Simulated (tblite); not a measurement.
# C3H10B2NS: the cost of one run

Computed with tblite 0.8.0 and PySCF 2.14.0, with density-fitted response routines of our own, on a single molecule in the gas phase. Atoms count from 0, in the outputs and in this text.

**1. The molecule as given**

17 atoms, charge 0, multiplicity 2; geometry from: force field or distance geometry start.

Bonds of the start (Å): C0–N1 1.45, N1–B2 1.52, B2–C3 1.56, C3–B4 1.61, B4–S5 1.88, S5–C6 1.81, C0–H7 1.11, C0–H8 1.11, C0–H9 1.11, B2–H10 1.20, C3–H11 1.10, C3–H12 1.08, B4–H13 1.18, C6–H14 1.11, C6–H15 1.10, C6–H16 1.12.

**2. Optimising the geometry with GFN2-xTB**

The job: settings as JSON, then the geometry in Å.

```
{"job": {"kind": "relax", "xc": "GFN2-xTB", "basis": "xTB"}, "charge": 0, "multiplicity": 2}
C     -2.957100     0.832900     0.802800
N     -2.137000    -0.359600     0.741600
B     -1.364200    -0.268500    -0.568500
C      0.108100    -0.746800    -0.776500
B      0.771400    -1.240500     0.605200
S      2.643400    -1.060600     0.707200
C      3.215800     0.472500    -0.070600
H     -3.751700     0.771800     1.568700
H     -2.269700     1.653200     1.082600
H     -3.433800     1.057400    -0.179100
H     -1.940800     0.303900    -1.447500
H      0.066400    -1.630700    -1.435000
H      0.660700     0.083000    -1.202200
H      0.330000    -2.229200     1.085100
H      2.638600     0.730900    -0.983900
H      4.283900     0.351100    -0.322500
H      3.129000     1.291100     0.681600
```

The run is started by

```bash
OMP_NUM_THREADS=1 python probes_run.py task.json out
```

One launch serves the whole session: the jobs run in the order shown.

Q: Estimate the wall time of this first job on 1 thread of Arm Neoverse N1, shared host.

About 2.4 s.
